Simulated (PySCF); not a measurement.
# C4H5B: the cost of one run

Programs: PySCF 2.14.0, with density-fitted response routines of our own. Each step states its level of theory. These are calculated values for one molecule in the gas phase, unless marked as measured. Atoms count from 0, in the outputs and in this text.

### Step 1. The molecule as given

10 atoms, charge 0, multiplicity 1; geometry from: GFN2-xTB. The atoms were then displaced at random by about 0.01 Å, so the start is not that level's minimum.

Bonds of the start (Å): B0–C1 1.52, C1–C2 1.23, C2–C3 1.35, C3–C4 1.35, B0–H5 1.18, B0–H6 1.15, C3–H7 1.09, C4–H8 1.10, C4–H9 1.07.

### Step 2. Optimising the geometry at PBE0-D3(BJ)/def2-SVP

Job settings and geometry (Å):

```
{"job": {"xc": "PBE0", "basis": "def2-SVP", "d3": "d3bj", "grid": 1, "shake": 0.01, "kind": "geom"}, "charge": 0, "multiplicity": 1}
B      2.725020     0.102560    -0.195960
C      1.210550     0.147380    -0.242180
C     -0.020260     0.158380    -0.278650
C     -1.370940     0.180070    -0.329620
C     -2.197460    -0.365260     0.587940
H      3.289400     1.096840     0.104280
H      3.280230    -0.859670    -0.478930
H     -1.802620     0.680510    -1.201260
H     -1.794090    -0.841650     1.489460
H     -3.269400    -0.320090     0.523870
```

On the command line:

```sh
$ OMP_NUM_THREADS=1 python probes_run.py task.json out
```

This one command runs all jobs of the session in turn.

**Question.** How long does this first job take on 1 thread of Arm Neoverse V2, shared host, and how much memory does it need?

About 28 s, with a peak of 0.38 GiB.
